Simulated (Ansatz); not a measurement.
GeCN2 in Ansatz: the effect of functional

GeCN2:

```
Ge N C
1.0
     1.82897    1.05596    5.01849
    -1.82897    1.05596    5.01849
     0.00000   -2.11191    5.01849
Ge N C
1 2 1
Direct
  0.00000 0.00000 0.00000
  0.58390 0.58390 0.58390
  0.41610 0.41610 0.41610
  0.50000 0.50000 0.50000
```

The cell comes from a database or a generator and needn't be the stable form of this composition.

The cell isn't the ideal one: volume scaled by 1.06.

Alike in all runs:

- Program: Ansatz 0.2.0
- Task: single point
- Potentials or basis: Ansatz PAW
- k mesh: 9 × 9 × 9
- Occupations: fermi-dirac, width 0.05 eV
- Spin: no spin polarisation

```csv
functional,cutoff,gap on the mesh (eV),pressure (GPa),largest force (eV/Å)
LDA,420 eV (not typed: the program's choice for these potentials),1.09,-12.9,1.86
PBEsol,420 eV (not typed: the program's choice for these potentials),?,?,?
r2SCAN,500 eV (not typed: the program's choice for these potentials),1.33,-9.9,2.02
```

Question: What does the run with functional PBEsol give?

Answer: gap on the mesh 1.13 eV; pressure -9.8 GPa; largest force 1.48 eV/Å.

Caveats: odd divisions of the mesh miss points on the zone boundary, where band edges often lie, so the gap on the mesh can be too wide; the PAW data sets come from PBE, with cores solved anew for the run's functional, which leaves a small shift of forces and pressure; forces of over 1 eV/Å show positions far from the minimum, so gaps and moduli don't describe the material at rest.

A k mesh can miss the band edges.

Runs at the PBE level aren't shown here.
